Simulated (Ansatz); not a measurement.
# CH₃BrFGa: up Jacob's ladder to CCSD(T)

Aim: compute CH₃BrFGa with functionals from several rungs and with coupled cluster, and see how far each lands from CCSD(T) at the basis-set limit for the atomisation energy.

Method: functionals in def2-TZVPP, the program's frozen cores in correlated methods; program: Ansatz 0.2.0, Gaussian basis.

Plan: LDA (SPW92), PBE-D4, revPBE-D4, BLYP-D4, r2SCAN-D4, B97M-V, PBE0-D4, B3LYP-D4, r2SCANh-D4, r2SCAN0-D4, HSE06-D4, BHLYP-D4, CAM-B3LYP-D4, LC-ωPBE, ωB97X-V, ωB97M-V, B2PLYP, PBE-QIDH; CCSD(T)/def2-SVP; CCSD(T)/def2-TZVPP; MP2/def2-QZVPP; extrapolation to the limit; RPA on PBE.

## 1. The geometry

All runs share one geometry, relaxed beforehand with PBE0-D4 in a triple-zeta def2 set.

SMILES `[CH3][Ga]([F])[Br]`, 7 atoms, charge 0, spin multiplicity 1.

Atoms are counted from 1 here; the program's logs count them from 0.

Bond lengths: C1–Ga2 1.941 Å, C1–H5 1.089 Å, C1–H6 1.090 Å, C1–H7 1.092 Å, Ga2–F3 1.752 Å, Ga2–Br4 2.277 Å. Angles: Ga2–C1–H5 110.5°, Ga2–C1–H6 109.7°, Ga2–C1–H7 109.0°, H5–C1–H6 110.2°, H5–C1–H7 109.0°, H6–C1–H7 108.5°, C1–Ga2–F3 120.9°, C1–Ga2–Br4 126.9°, F3–Ga2–Br4 112.3°.

## 2. LDA

This LDA is Slater exchange with PW92 correlation.

File in.yaml:

```yaml
crystal:
  periodic: [false, false, false]
  atoms:
    - {symbol: C, position_ang: [0.017462, 0.998487, -0.021564]}
    - {symbol: Ga, position_ang: [0.038684, -0.940052, 0.083412]}
    - {symbol: F, position_ang: [1.197462, -1.772373, 1.099476]}
    - {symbol: Br, position_ang: [-1.328866, -2.383278, -1.026230]}
    - {symbol: H, position_ang: [-0.946552, 1.349226, -0.387313]}
    - {symbol: H, position_ang: [0.222690, 1.421759, 0.962012]}
    - {symbol: H, position_ang: [0.799129, 1.326232, -0.709794]}
basis:
  gaussian: {orbitals: def2-TZVPP}
hamiltonian: {xc: lda}
output: {orbitals: {seedname: orbitals}}
```

Started as:

```sh
$ ansatz run in.yaml --threads 4 --pin off --events-out ev --progress --plain --max-ram 10444MiB
```

After this run come: PBE-D4 (GGA); revPBE-D4 (GGA); BLYP-D4 (GGA); r2SCAN-D4 (meta-GGA); B97M-V (meta-GGA); PBE0-D4 (hybrid); B3LYP-D4 (hybrid); r2SCANh-D4 (hybrid); r2SCAN0-D4 (hybrid); HSE06-D4 (hybrid); BHLYP-D4 (hybrid); CAM-B3LYP-D4 (range-separated); LC-ωPBE (range-separated); ωB97X-V (range-separated); ωB97M-V (range-separated); B2PLYP (double hybrid); PBE-QIDH (double hybrid); CCSD(T) in def2-SVP; CCSD(T) in def2-TZVPP; MP2 in def2-QZVPP; RPA on PBE orbitals.

Before running them: what should the planned runs give, taken together? Wanted: atomisation energy, CCSD(T)/CBS; farthest beyond LDA; mean size of error, GGA; mean size of error, meta-GGA; mean size of error, hybrid; mean size of error, range-separated; mean size of error, double hybrid; gap, smallest and largest; T1 diagnostic.

The runs gave:

| quantity | value |
| --- | --- |
| atomisation energy, CCSD(T)/CBS | 2383.9 kJ/mol |
| functionals within 23.8 kJ/mol (1.0 %) | PBE-D4, r2SCAN-D4, B97M-V, PBE0-D4, r2SCANh-D4, HSE06-D4, LC-ωPBE, ωB97X-V, PBE-QIDH |
| farthest beyond LDA | BHLYP-D4 (-100.2 kJ/mol) |
| mean size of error, GGA | 40.0 kJ/mol |
| mean size of error, meta-GGA | 10.4 kJ/mol |
| mean size of error, hybrid | 40.3 kJ/mol |
| mean size of error, range-separated | 20.4 kJ/mol |
| mean size of error, double hybrid | 29.1 kJ/mol |
| gap, smallest and largest | 5.22 eV (BLYP-D4), 12.28 eV (LC-ωPBE) |
| T1 diagnostic | 0.0112 |
| triples share of the correlation energy | 3.4 % |

**Reading.** The LDA atomisation energy is off by 313.2 kJ/mol (13 %): it overbinds. PBE-D4 is off by +12.9 kJ/mol. Double hybrids carry the basis error of their MP2 part in triple zeta, and no dispersion term here, so their miss is partly the set-up's. The rungs meta-GGA, range-separated miss on average by less than the doubt on the reference (23.8 kJ/mol), so they tie. The reference freezes the cores and leaves out relativity and excitations past (T), and its outer-core shells are covered unevenly, so misses under about 23.8 kJ/mol can't be ranked. All levels share the lack of spin-orbit coupling, which lowers the free heavy atoms and so the true binding. Hartree-Fock recovers 74 % of the binding; the rest is correlation. CCSD(T) in def2-SVP is off by -128.4 kJ/mol, worse than the median functional, from the basis alone. Orbital gaps span 5.2 to 12.3 eV; exact exchange widens them. Correlated methods include outer-core shells of Br, Ga, which these sets cover unevenly.
